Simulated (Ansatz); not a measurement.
Born–Oppenheimer molecular dynamics of a periodic cell of 24 atoms, CsHS (host CsHS, host structure I4/m). It starts from an unrelaxed structure (largest force component 0.50 eV/Å).

These are results of DFT PBEsol, scalar-relativistic, plane waves, PAW in Ansatz 0.2.0, not measurements. Settings: cutoff 420 eV, k mesh 1x1x1, fermi-dirac smearing 0.05 eV, no spin polarisation.

| Property | Result |
| --- | --- |
| ensemble | NVT, Nosé–Hoover chain |
| time step | 0.75 fs |
| steps asked | 370 |
| set temperature | 700 K |
| thermostat | time constant 100 fs, chain length 1 |
| seed | 192019 |

First frame:

```xyz
24
Lattice="8.4761 0.0000 0.0000 0.0000 8.4761 0.0000 0.0000 0.0000 9.3461" Properties=species:S:1:pos:R:3
Cs 4.238 0.000 2.337
Cs 0.000 0.000 2.497
Cs 0.000 0.000 6.849
Cs 0.000 4.238 2.337
H 2.050 0.730 0.000
H 3.508 6.288 4.673
H 0.730 6.426 0.000
H 2.188 3.508 4.673
S 6.368 2.050 0.000
S 2.050 2.108 0.000
S 2.188 2.130 4.673
S 6.346 2.188 4.673
Cs 0.000 4.238 7.010
Cs 4.238 4.238 7.170
Cs 4.238 4.238 2.176
Cs 4.238 0.000 7.010
H 6.288 4.968 4.673
H 7.747 2.050 0.000
H 4.968 2.188 4.673
H 6.426 7.747 0.000
S 2.130 6.288 4.673
S 6.288 6.346 4.673
S 6.427 6.368 0.000
S 2.108 6.427 0.000
```

(1) What does the run give?

(2) What happens to the structure?

(3) How do temperature and energy run in time?

## Answers

(1) All steps were run.

```json
{
  "steps done": "370",
  "time covered": "277.5 fs",
  "mean temperature over the second half": "777 K",
  "spread of the potential energy over the second half": "11.9 meV per atom",
  "mean potential energy of the second half above the start": "61.7 meV per atom"
}
```

The conserved energy stayed within 0.84 meV per atom of its start (net change 0.7 meV per atom), so the integration is sound. The mean temperature of the second half is 11 % above the set value. A run of 0.28 ps of so small a system gives no equilibrium averages. Limits of this set-up: coarse k mesh.

(2) Mean squared displacements from the first frame to the last, about the centre of mass: Cs 0.60 Å², H 1.04 Å², S 0.97 Å². This is one draw of velocities; another would differ in detail.

(3) 
```csv
time (fs),T (K),potential energy less start (eV),conserved less start (meV/atom)
0.0,700,0.000,0.00
13.5,611,0.267,-0.01
27.0,586,0.355,0.00
40.5,650,0.195,0.06
54.0,533,0.582,0.12
67.5,451,0.871,0.18
81.0,473,0.868,0.23
94.5,462,0.982,0.24
108.0,467,1.059,0.22
121.5,567,0.881,0.20
135.0,614,0.893,0.18
148.5,637,0.988,0.22
162.0,680,1.047,0.27
175.5,612,1.437,0.35
189.0,638,1.554,0.42
202.5,653,1.722,0.49
216.0,749,1.665,0.53
229.5,815,1.720,0.55
243.0,805,1.982,0.58
256.5,846,2.072,0.61
270.0,927,2.025,0.62
```

The run took 13 min on 1 thread of AMD EPYC 7R13 Processor (Zen 3), on a shared host, peak memory 0.66 GiB.
